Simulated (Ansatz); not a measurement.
Task: a rigid scan of one bond angle of CH4BClO, SMILES COBCl, with the Python package of Ansatz (0.2.0). Give the script and its output. Use (for the species named): PBE0, def2-SVP basis, multiplicity 1.

```xyz
8

C     0.2631    0.9810   -0.0823
O     0.8865   -0.2062    0.0223
B    -0.1381   -1.2613    0.2391
Cl   -0.7339   -2.1867   -1.1768
H    -0.4730    1.0274   -0.9876
H    -0.3325    1.3018    0.8407
H     0.9939    1.8255   -0.2601
H    -0.3738   -1.5387    1.3490
```

Script `ch4bclo_bend.py`:
```python
"""Energy of CH4BClO against one bond angle."""

import warnings

import ansatz as az
from ase import Atoms

warnings.simplefilter("ignore", az.DeckWarning)

atoms = Atoms(["C", "O", "B", "Cl", "H", "H", "H", "H"], positions=[
    (0.2631, 0.981, -0.0823),
    (0.8865, -0.2062, 0.0223),
    (-0.1381, -1.2613, 0.2391),
    (-0.7339, -2.1867, -1.1768),
    (-0.473, 1.0274, -0.9876),
    (-0.3325, 1.3018, 0.8407),
    (0.9939, 1.8255, -0.2601),
    (-0.3738, -1.5387, 1.349),
])

# start the scan from a relaxed geometry
first = az.Crystal.molecule_from_ase(atoms).calculation()
first = first.basis(gaussian="def2-SVP")
first = first.functional("pbe0")
first = first.relax(force_tolerance=0.02, max_steps=80)
atoms.positions = first.run().report["positions_ang"]

rows = []
for angle in [85, 95, 105, 115, 125, 140, 160]:
    bent = atoms.copy()
    bent.set_angle(2, 1, 0, angle, indices=[0, 4, 5, 6])
    calc = (
        az.Crystal.molecule_from_ase(bent).calculation()
        .basis(gaussian="def2-SVP")
        .correlation("mp2")
    )
    rows.append((angle, calc.run().report["free_energy_ev"]))
floor = min(e for _, e in rows)
for angle, e in rows:
    print(f"angle B2-O1-C0 = {angle:3d} deg   {1000 * (e - floor):9.1f} meV")
```

Output of `python ch4bclo_bend.py`:
```text
angle B2-O1-C0 =  85 deg      3332.1 meV
angle B2-O1-C0 =  95 deg      1230.5 meV
angle B2-O1-C0 = 105 deg       357.4 meV
angle B2-O1-C0 = 115 deg        44.8 meV
angle B2-O1-C0 = 125 deg         0.0 meV
angle B2-O1-C0 = 140 deg       161.0 meV
angle B2-O1-C0 = 160 deg       472.3 meV
```

The scan is rigid, and the energies are electronic, in a modest basis. The zero is the lowest point of the grid, which needn't be the minimum. The start is relaxed with a density functional and scanned with the wavefunction method, so it isn't exactly that method's minimum. Wall time of the script: 20 s on 1 thread of AMD EPYC 9R45 (Zen 5) (shared host), peak memory 0.23 GiB.
